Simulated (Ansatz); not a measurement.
# Li4Si: the cost of one run

Program: Ansatz 0.2.0. Level of theory: DFT PBE, scalar-relativistic, plane waves, PAW. These are calculated values, not measurements.

## Step 1: Starting point

It takes space group Im-3m (No. 229, cubic). The conventional cell has a = 5.113 Å, b = 5.113 Å, c = 5.113 Å, α = 90.00°, β = 90.00°, γ = 90.00°. Around Li (site symmetry -3m) lie 2 Si at 2.21 Å. Si (site symmetry m-3m) has 8 Li at 2.21 Å as nearest neighbours.

Structure file:

```cif
data_structure
_symmetry_space_group_name_H-M 'P 1'
_symmetry_Int_Tables_number 1
_cell_length_a 4.4278
_cell_length_b 4.4278
_cell_length_c 4.4278
_cell_angle_alpha 109.471
_cell_angle_beta 109.471
_cell_angle_gamma 109.471
_cell_volume 66.83
loop_
_atom_site_label
_atom_site_type_symbol
_atom_site_fract_x
_atom_site_fract_y
_atom_site_fract_z
_atom_site_occupancy
Li1 Li 0.50000 0.50000 0.50000 1
Li2 Li 0.00000 0.00000 0.50000 1
Li3 Li 0.00000 0.50000 0.00000 1
Li4 Li 0.50000 0.00000 0.00000 1
Si1 Si 0.00000 0.00000 0.00000 1
```

A structure generator made this guess: random cell by space group and Wyckoff sites (Im-3m, No. 229). The dimensions are guesses.

## Step 2: The guess as it stands, on a coarse mesh

Input file input.yaml:

```yaml
crystal:
  lattice:
    - [-2.55640868, 2.55640868, 2.55640868]
    - [2.55640868, -2.55640868, 2.55640868]
    - [2.55640868, 2.55640868, -2.55640868]
  atoms:
    - { symbol: Li, position: [0.5, 0.5, 0.5] }
    - { symbol: Li, position: [0.0, 0.0, 0.5] }
    - { symbol: Li, position: [0.0, 0.5, 0.0] }
    - { symbol: Li, position: [0.5, 0.0, 0.0] }
    - { symbol: Si, position: [0.0, 0.0, 0.0] }
basis:
  ecutwfc: 420
kpoints:
  mp_grid: { grid: [6, 6, 6] }
hamiltonian:
  xc: pbe
scf:
  occupations: { method: gaussian, width: 0.1 }
  lower_state_search: "off"
output:
  forces: true
  stress: true
  eigenvalues: true
```

The run is started by

```sh
ansatz run input.yaml --threads 1 --pin off --max-ram 2048MiB --backend cpu --events-out ev --progress --plain --runs-dir out
```

What time and memory should one allow on 1 thread of Intel Xeon Platinum 8488C (Sapphire Rapids), shared host?

About 1.5 s, with a peak of 0.35 GiB.
